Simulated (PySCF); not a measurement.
# CH2Se (methaneselone) at 5 levels

We compute a comparison of 5 runs (M06-2X/STO-3G, r2SCAN/STO-3G, CCSDT(Q)/STO-3G, CCSDT/STO-3G, QCISD(T)/STO-3G) of CH2Se (methaneselone). The job is set up through a Python script.

Program for the calculation: PySCF 2.14.0.

2 further runs of the same task are left out: 2 set aside as unsound or not needed.

## (1) Starting point

CH2Se: 4 atoms, total charge 0, spin state singlet. SMILES: `C=[Se]`. The coordinates come from a PBE0-D4/def2-TZVP relaxation.

Bond lengths: C1–Se2 1.741 Å, C1–H3 1.087 Å, C1–H4 1.087 Å. Angles: Se2–C1–H3 121.8°, Se2–C1–H4 121.8°, H3–C1–H4 116.4°.

## (2) A single-point energy at M06-2X/STO-3G (run 1)

File calc.py:

```python
# C=[Se]
from pyscf import gto, dft

mol = gto.M(
    atom='''
C   -0.129440  -0.027430  -0.068180
Se   1.384110   0.293380   0.729180
H   -0.586530  -1.013730  -0.053570
H   -0.668140   0.747780  -0.607410
''',
    max_memory=1860,
    spin=0,
    basis='sto-3g',
    verbose=3,
)

mf = dft.RKS(mol, xc='m06-2x')
mf.conv_tol = 1e-10
mf.grids.level = 5
mf.kernel()
if not mf.converged:
    mf = mf.newton().run(mf.mo_coeff, mf.mo_occ)

etot = mf.e_tot
print(f'total energy: {etot:.8f} hartree')
```

Run with:

```bash
$ OMP_NUM_THREADS=1 python calc.py
```

The log of the run:

```text
converged SCF energy = -2413.66110598922
total energy: -2413.66110599 hartree
```

Run time: 1.9 s. Hardware: 1 thread of AMD EPYC 9R45 (Zen 5), shared host; peak memory 0.23 GiB.

## (3) The energy at r2SCAN/STO-3G (run 2)

File geometry.xyz:

```xyz
4
CH2Se
C     -0.129440    -0.027430    -0.068180
Se     1.384110     0.293380     0.729180
H     -0.586530    -1.013730    -0.053570
H     -0.668140     0.747780    -0.607410
```

File calc.py:

```python
# C=[Se]
from pyscf import gto, dft

system = gto.Mole()
system.atom = 'geometry.xyz'
system.charge = 0
system.verbose = 4
system.max_memory = 1860
system.basis = 'sto-3g'
system.build()

ks = dft.RKS(system, xc='r2scan')
ks.grids.level = 5
ks.conv_tol = 1e-10
ks.kernel()
if not ks.converged:
    ks = ks.newton().run(ks.mo_coeff, ks.mo_occ)

energy = ks.e_tot
print('Final energy', energy)
```

Run with:

```bash
$ OMP_NUM_THREADS=1 python calc.py
```

The log of the run:

```text
PySCF version 2.14.0

[INPUT] num. atoms = 4
[INPUT] num. electrons = 42
[INPUT] charge = 0
[INPUT] spin (= nelec alpha-beta = 2S) = 0
[INPUT] symmetry False subgroup None
[INPUT] Mole.unit = angstrom
[INPUT] Symbol           X                Y                Z      unit          X                Y                Z       unit  Magmom
[INPUT]  1 C     -0.129440000000  -0.027430000000  -0.068180000000 AA   -0.244606149564  -0.051835187597  -0.128841527173 Bohr   0.0
[INPUT]  2 Se     1.384110000000   0.293380000000   0.729180000000 AA    2.615588826272   0.554407850425   1.377950495510 Bohr   0.0
[INPUT]  3 H     -0.586530000000  -1.013730000000  -0.053570000000 AA   -1.108381063841  -1.915672064255  -0.101232628493 Bohr   0.0
[INPUT]  4 H     -0.668140000000   0.747780000000  -0.607410000000 AA   -1.262601612867   1.413099401427  -1.147838545322 Bohr   0.0

nuclear repulsion = 82.5950507728859
number of shells = 13
number of NR pGTOs = 75
number of NR cGTOs = 25
basis = sto-3g
ecp = {}

******** <class 'pyscf.dft.rks.RKS'> ********
method = RKS
initial guess = minao
damping factor = 0
level_shift factor = 0
DIIS = <class 'pyscf.scf.diis.CDIIS'>
diis_start_cycle = 1
diis_space = 8
diis_damp = 0
SCF conv_tol = 1e-10
SCF conv_tol_grad = None
SCF max_cycles = 50
direct_scf = True
direct_scf_tol = 1e-13
XC library pyscf.dft.libxc version 7.0.0
    S. Lehtola, C. Steigemann, M. J.T. Oliveira, and M. A.L. Marques.,  SoftwareX 7, 1–5 (2018)
XC functionals = r2scan
    J. W. Furness, A. D. Kaplan, J. Ning, J. P. Perdew, and J. Sun.,  J. Phys. Chem. Lett. 11, 8208-8215 (2020)
    J. W. Furness, A. D. Kaplan, J. Ning, J. P. Perdew, and J. Sun.,  J. Phys. Chem. Lett. 11, 9248-9248 (2020)
    J. W. Furness, A. D. Kaplan, J. Ning, J. P. Perdew, and J. Sun.,  J. Phys. Chem. Lett. 11, 8208-8215 (2020)
    J. W. Furness, A. D. Kaplan, J. Ning, J. P. Perdew, and J. Sun.,  J. Phys. Chem. Lett. 11, 9248-9248 (2020)
radial grids:
    Treutler-Ahlrichs [JCP 102, 346 (1995); DOI:10.1063/1.469408] (M4) radial grids

becke partition: Becke, JCP 88, 2547 (1988); DOI:10.1063/1.454033
pruning grids: <function nwchem_prune>
grids dens level: 5
symmetrized grids: False
atomic radii adjust function: <function treutler_atomic_radii_adjust>
small_rho_cutoff = 0
Set gradient conv threshold to 1e-05
Initial guess from minao.
tot grids = 134800
init E= -2410.7391602558
  HOMO = -0.439880655255539  LUMO = -0.265472801950421  gap/eV = 4.74588
cycle= 1 E= -2413.52519507416  delta_E= -2.79  |g|= 0.588  |ddm|= 2.56
  HOMO = 0.00453934477004936  LUMO = 0.03266031982547  gap/eV = 0.76521
cycle= 2 E= -2412.91415339731  delta_E= 0.611  |g|= 1.28  |ddm|= 3.23
  HOMO = -0.0782752919071387  LUMO = -0.00321054904730123  gap/eV = 2.04262
cycle= 3 E= -2413.715177599  delta_E= -0.801  |g|= 0.087  |ddm|= 2.23
  HOMO = -0.102646294785858  LUMO = -0.0296935358417997  gap/eV = 1.98515
cycle= 4 E= -2413.7192792856  delta_E= -0.0041  |g|= 0.00806  |ddm|= 0.203
  HOMO = -0.100469715862975  LUMO = -0.0291068832088773  gap/eV = 1.94188
cycle= 5 E= -2413.71930990405  delta_E= -3.06e-05  |g|= 0.004  |ddm|= 0.023
  HOMO = -0.100653104959845  LUMO = -0.0290865149039413  gap/eV = 1.94743
cycle= 6 E= -2413.71931595508  delta_E= -6.05e-06  |g|= 0.00112  |ddm|= 0.00444
  HOMO = -0.100764994610784  LUMO = -0.0291226909836133  gap/eV = 1.94949
cycle= 7 E= -2413.71931649435  delta_E= -5.39e-07  |g|= 6.71e-05  |ddm|= 0.00178
  HOMO = -0.100770040679799  LUMO = -0.0291208136999604  gap/eV = 1.94967
cycle= 8 E= -2413.71931649622  delta_E= -1.87e-09  |g|= 4.95e-06  |ddm|= 0.000102
  HOMO = -0.10077025236506  LUMO = -0.0291207282453184  gap/eV = 1.94968
cycle= 9 E= -2413.71931649623  delta_E= -1.36e-11  |g|= 8.83e-08  |ddm|= 7.54e-06
  HOMO = -0.10077026762609  LUMO = -0.0291207136405645  gap/eV = 1.94968
Extra cycle  E= -2413.71931649623  delta_E= 7.73e-12  |g|= 3e-07  |ddm|= 5.8e-07
converged SCF energy = -2413.71931649623
Final energy -2413.719316496225
```

It took 1.9 s on 1 thread of AMD EPYC 9R45 (Zen 5), shared host; peak memory 0.23 GiB.

Runs 3 to 4 aren't shown in full; the table further down has their settings and results.

## (4) A single-point energy at QCISD(T)/STO-3G (run 5)

File run.py:

```python
from pyscf import gto, cc

mol = gto.Mole()
mol.atom = '''
C       -0.129440      -0.027430      -0.068180
Se       1.384110       0.293380       0.729180
H       -0.586530      -1.013730      -0.053570
H       -0.668140       0.747780      -0.607410
'''
mol.basis = 'sto-3g'
mol.spin = 0
mol.verbose = 3
mol.max_memory = 1860
mol.charge = 0
mol.build()

hf = mol.RHF()
hf.conv_tol = 1e-10
hf.kernel()
if not hf.converged:
    hf = hf.newton().run(hf.mo_coeff, hf.mo_occ)

mycc = cc.QCISD(hf, frozen=10)
mycc.kernel()
e_t = mycc.qcisd_t()
etot = mycc.e_tot + e_t
print('E(%s) = %.9f' % ('QCISD(T)', etot))
```

Run with:

```bash
$ OMP_NUM_THREADS=1 python run.py
```

The log of the run:

```text
converged SCF energy = -2412.05090547896
E(QCISD) = -2412.17957728905  E_corr = -0.1286718100908508
QCISD(T) correction = -0.00082917323093843
E(QCISD(T)) = -2412.180406462
```

Wall time 0.44 s (1 thread of AMD EPYC 9R45 (Zen 5), shared host); peak memory 0.12 GiB.

## (5) All runs side by side

```tsv
run	level	integration grid	frozen core orbitals	energy (Eh)	dipole moment (D) of the reference	HOMO energy (eV)	LUMO energy (eV)	wall time
1	M06-2X/STO-3G	5	–	-2413.661106	1.46	-4.91	1.26	1.9 s
2	r2SCAN/STO-3G	5	–	-2413.719316	1.43	-2.74	-0.79	1.9 s
3	CCSDT(Q)/STO-3G	–	10	-2412.181147	1.84	-6.54	4.43	2.1 s
4	CCSDT/STO-3G	–	10	-2412.180542	1.84	-6.54	4.43	0.7 s
5	QCISD(T)/STO-3G	–	10	-2412.180406	1.84	-6.54	4.43	0.44 s
```

## (6) Summary of results

| quantity | value |
| --- | --- |
| run 5: total energy | -2412.18041 Eh |
| run 5: dipole moment (Hartree–Fock density) | 1.84 D |
| run 5: HOMO energy (Hartree–Fock orbitals) | -6.54 eV |
| run 5: LUMO energy (Hartree–Fock orbitals) | 4.43 eV |
| run 5: HOMO–LUMO gap (Hartree–Fock orbitals) | 10.97 eV |
| run 5: correlation energy (10 core orbitals frozen) | -129.5 mEh |
| run 5: (T) correction | -0.83 mEh |
| run 5: T1 diagnostic | 0.012 |

What this shows: Totals of different functionals can't be ranked against each other. In runs 1, 2, 3, 4, 5 the basis is minimal, so the values are rough. All runs together took 7 s, the longest 2.1 s.
